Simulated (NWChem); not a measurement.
**singlet SnSiH5O−: levels of theory compared**

Aim: a comparison of 4 runs (HF/STO-3G, HF/3-21G, B3LYP/def2-SVPD, M06-2X/def2-SVPD) of singlet SnSiH5O−. 

The results are computed with NWChem 7.3.0.

### Step 1. The system as given

The species is SnSiH5O− (8 atoms), meant as a singlet with charge -1. SMILES of the parent species: `[SiH3][O][SnH2]`. The shape is that of a PBE0-D4/def2-TZVP optimisation. This is one conformer, not always the lowest. That shape belongs to the parent species and isn't relaxed for this state.

Bond lengths: Si1–O2 1.631 Å, O2–Sn3 1.970 Å, Si1–H4 1.493 Å, Si1–H5 1.487 Å, Si1–H6 1.489 Å, Sn3–H7 1.723 Å, Sn3–H8 1.730 Å. Angles: Si1–O2–Sn3 136.4°, O2–Si1–H4 111.2°, O2–Si1–H5 109.2°, O2–Si1–H6 111.0°, O2–Sn3–H7 102.4°, O2–Sn3–H8 105.0°, H4–Si1–H5 108.7°, H4–Si1–H6 107.9°, H5–Si1–H6 108.8°, H7–Sn3–H8 112.5°.

### Step 2. The energy at HF/STO-3G (run 1)

Input file h5osisn.nw:

```
start h5osisn
title "H5OSiSn energy"
memory 2200 mb
charge -1
geometry units au noautosym nocenter noautoz
  Si -1.39442891  2.03164456 -0.90858032
  O   1.10908026  0.57863414  0.14891042
  Sn  1.80752304 -2.51730417  2.09381655
  H  -3.54871669  0.24131803 -1.24495157
  H  -0.80237771  3.20573140 -3.39130250
  H  -2.21759361  4.04836028  0.87286450
  H   5.03687601 -2.81399117  1.79618468
  H   0.18405932 -4.88248539  0.52761153
end
basis "ao basis" spherical bse
  * library STO-3G
end
scf
  thresh 1e-08
  maxiter 80
  noprint "final vectors analysis"
end
task scf
```

Started as:

```sh
$ nwchem h5osisn.nw > h5osisn.out
```

The log of the run:

```text
[...]
  functions       =    46
[...]
  wavefunction    = RHF
[...]
         Total SCF energy =  -6325.477590143179
      One-electron energy =  -9439.723941698279
      Two-electron energy =   2781.510100923369
 Nuclear repulsion energy =    332.736250631730
        Time for solution =      5.7s
[...]
```

It took 6.6 s on 1 thread of Intel Xeon 6975P-C (Granite Rapids), shared host; peak memory 0.1 GiB.

### Step 3. The energy at HF/3-21G (run 2)

Input file a.nw:

```
start a
title "H5OSiSn hf"
memory 2200 mb
charge -1

geometry units angstrom noautosym nocenter noautoz
Si      -0.737900       1.075100      -0.480800
O        0.586900       0.306200       0.078800
Sn       0.956500      -1.332100       1.108000
H       -1.877900       0.127700      -0.658800
H       -0.424600       1.696400      -1.794600
H       -1.173500       2.142300       0.461900
H        2.665400      -1.489100       0.950500
H        0.097400      -2.583700       0.279200
end

basis spherical bse
* library 3-21G
end

scf
thresh 1e-08
maxiter 80
print low
end

task scf
```

Started as:

```sh
$ nwchem a.nw > a.out
```

The log of the run:

```text
[...]
  functions       =    63
[...]
  wavefunction    = RHF
[...]
         Total SCF energy =  -6361.049447695283
      One-electron energy =  -9459.376527529983
      Two-electron energy =   2765.590805037857
 Nuclear repulsion energy =    332.736274796844
        Time for solution =      4.5s
 Task  times  cpu:        4.6s     wall:        4.6s
[...]
```

Run time: 5.4 s. Hardware: 1 thread of Intel Xeon 6975P-C (Granite Rapids), shared host; peak memory 0.099 GiB.

### Step 4. The energy at B3LYP/def2-SVPD (core potential) (run 3)

Input file run.py:

```python
from ase import Atoms
from ase.calculators.nwchem import NWChem

atoms = Atoms(['Si', 'O', 'Sn', 'H', 'H', 'H', 'H', 'H'], positions=[
    [-0.737900, 1.075100, -0.480800],
    [0.586900, 0.306200, 0.078800],
    [0.956500, -1.332100, 1.108000],
    [-1.877900, 0.127700, -0.658800],
    [-0.424600, 1.696400, -1.794600],
    [-1.173500, 2.142300, 0.461900],
    [2.665400, -1.489100, 0.950500],
    [0.097400, -2.583700, 0.279200],
])

calc = NWChem(
    label='h5osisn',
    theory='dft',
    memory='2200 mb',
    basis='def2-SVPD',
    basispar='spherical bse',
    charge=-1,
    dft={'xc': 'b3lyp', 'mult': '1', 'grid': 'fine', 'convergence': 'energy 1e-08', 'iterations': '100', 'mulliken': None},
    task='energy',
    **{'ecp bse': {'Sn library': 'def2-SVPD'}},
)
atoms.calc = calc

print("Total energy (eV):", round(atoms.get_potential_energy(), 6))
print("dipole (e A):", atoms.get_dipole_moment().round(4))
```

Started as:

```sh
$ export ASE_NWCHEM_COMMAND="nwchem PREFIX.nwi > PREFIX.nwo"
$ python run.py
```

The log of the run:

```text
Total energy (eV): -15837.726885
dipole (e A): [-0.6748  0.8305 -0.8616]
```

The calculator wrote h5osisn.nwi:

```
title "h5osisn"

permanent_dir h5osisn

scratch_dir h5osisn

start h5osisn

geometry units angstrom nocenter noautosym noautoz
  Si -7.3790000000000000e-01 1.0750999999999999e+00 -4.8080000000000001e-01
  O  5.8689999999999998e-01 3.0620000000000003e-01 7.8799999999999995e-02
  Sn 9.5650000000000002e-01 -1.3321000000000001e+00 1.1080000000000001e+00
  H  -1.8778999999999999e+00 1.2770000000000001e-01 -6.5880000000000005e-01
  H  -4.2459999999999998e-01 1.6963999999999999e+00 -1.7946000000000000e+00
  H  -1.1735000000000000e+00 2.1423000000000001e+00 4.6189999999999998e-01
  H  2.6654000000000000e+00 -1.4891000000000001e+00 9.5050000000000001e-01
  H  9.7400000000000000e-02 -2.5836999999999999e+00 2.7920000000000000e-01
end

charge -1

memory 2200 mb

basis spherical bse noprint
   * library def2-SVPD
end

dft
  xc b3lyp
  mult 1
  grid fine
  convergence energy 1e-08
  iterations 100
  mulliken
end
ecp bse
  Sn library def2-SVPD
end

task dft energy
```

h5osisn.nwo:

```text
Northwest Computational Chemistry Package (NWChem) 7.3.0
             --------------------------------------------------------

           Job information
           ---------------

    nwchem branch   = 7.3.0
    use scalapack   = T
    input           = h5osisn.nwi
    prefix          = h5osisn.
    data base       = h5osisn/h5osisn.db
    status          = startup
    nproc           =        1

           Memory information
           ------------------

[... 5 lines left out ...]
    hardfail = no
[... 128 lines left out ...]
          Convergence on energy requested:  1.00D-08
[... 27 lines left out ...]
          Convergence Information
[... 32 lines left out ...]
 1-e energy   =   -1270.597249
[... 40 lines left out ...]
      One electron energy =    -1256.962118480550
[... 8 lines left out ...]
                       DFT Final Molecular Orbital Analysis
[... 876 lines left out ...]
     Multipole analysis of the density
     ---------------------------------

     L   x y z        total         alpha         beta         nuclear
     -   - - -        -----         -----         ----         -------
     0   0 0 0     -1.000000    -25.000000    -25.000000     49.000000

     1   1 0 0     -1.275231    -14.521810    -14.521810     27.768390
[... 8 lines of this table left out ...]
     2   0 0 2    -47.813415    -86.657459    -86.657459    125.501504

 Task  times  cpu:       31.7s     wall:       31.7s
 Total times  cpu:       31.7s     wall:       31.7s
```

Run time: 33 s. Hardware: 1 thread of Intel Xeon 6975P-C (Granite Rapids), shared host; peak memory 0.12 GiB.

### Step 5. A single-point energy at M06-2X/def2-SVPD (core potential) (run 4)

Input file h5osisn.xyz:

```xyz
8
H5OSiSn M06-2X
Si    -0.737900     1.075100    -0.480800
O      0.586900     0.306200     0.078800
Sn     0.956500    -1.332100     1.108000
H     -1.877900     0.127700    -0.658800
H     -0.424600     1.696400    -1.794600
H     -1.173500     2.142300     0.461900
H      2.665400    -1.489100     0.950500
H      0.097400    -2.583700     0.279200
```

Input file h5osisn.nw:

```
start h5osisn
title "H5OSiSn M06-2X"
memory stack 880 mb heap 220 mb global 1100 mb
charge -1

geometry units angstroms noautosym nocenter noautoz
  load format xyz h5osisn.xyz
end

basis spherical bse
  * library def2-SVPD
end

ecp bse
  Sn library def2-SVPD
end

dft
  xc m06-2x
  grid fine
  convergence energy 1e-08
  maxiter 100
  mulliken
  print medium
end

task dft energy
```

Started as:

```sh
$ nwchem h5osisn.nw > h5osisn.out
```

The log of the run:

```text
[...]
          Wavefunction type:  closed shell.
          No. of atoms     :     8
          No. of electrons :    50
[...]
          Charge           :    -1
          Spin multiplicity:     1
[...]
          AO basis - number of functions:   119
[...]
              XC Information
              --------------
                       M06-2X Method XC Functional
                     Hartree-Fock (Exact) Exchange  0.540
                        M06-2X Exchange Functional  1.000
                      M06-2X Correlation Potential  1.000
[...]
 d= 0,ls=0.0,diis     1   -581.7022313417 -7.64D+02  1.73D-02  7.57D-01     6.3
[...]
 d= 0,ls=0.0,diis    11   -581.8001566770 -6.01D-09  2.36D-06  3.47D-10    48.1
         Total DFT energy =     -581.800156676975
      One electron energy =    -1256.795325283497
           Coulomb energy =      542.194103386436
    Exchange-Corr. energy =      -49.569500054999
 Nuclear repulsion energy =      182.370565275084
[...]
      Total Density - Mulliken Population Analysis
     ---------------------------------------------
    Atom       Charge   Shell Charges
 -----------   ------   -------------------------------------------------------
    1 Si  14    14.04   2.00  1.98  0.99  0.28  0.01  5.93  1.23  1.13  0.33  0.16
    2 O    8     8.98   1.99  1.04  0.76  0.07  2.86  2.04  0.23  0.01 -0.01
    3 Sn  22    22.05   0.42  1.60  1.02  0.36  0.11  2.75  3.25  1.22  1.14  9.76  0.36  0.06
    4 H    1     0.93   0.75  0.18  0.01 -0.01
    5 H    1     0.92   0.76  0.17  0.01 -0.01
    6 H    1     0.93   0.75  0.18  0.01 -0.01
    7 H    1     1.07   0.72  0.31  0.01  0.03
    8 H    1     1.08   0.72  0.32  0.01  0.04
[...]
```

Wall time 49 s (1 thread of Intel Xeon 6975P-C (Granite Rapids), shared host); peak memory 0.12 GiB.

### Step 6. All runs side by side

| run | level | iteration cap | module | energy (Eh) | wall time |
| --- | --- | --- | --- | --- | --- |
| 1 | HF/STO-3G | 80 | scf | -6325.477590 | 6.6 s |
| 2 | HF/3-21G | 80 | scf | -6361.049448 | 5.4 s |
| 3 | B3LYP/def2-SVPD (core potential) | 100 | dft | -582.025733 | 33 s |
| 4 | M06-2X/def2-SVPD (core potential) | 100 | dft | -581.800157 | 49 s |

### Step 7. Outcome

| quantity | value |
| --- | --- |
| run 4: total energy | -581.80016 Eh |
| run 4: HOMO energy | -0.53 eV |
| run 4: LUMO energy | 4.21 eV |
| run 4: HOMO–LUMO gap (to an unbound level, set by the basis) | 4.73 eV |

What this shows: Totals of different functionals can't be ranked against each other. Some runs of one species differ in core potentials or relativity; totals across that change don't compare. In run 3 the HOMO lies above zero, so the outermost electron may be held by the basis alone. In run 1 the basis is minimal, so the values are rough. In runs 1, 2 relativity is left out where basis or elements ask for it. All runs together took 94 s, the longest 49 s.
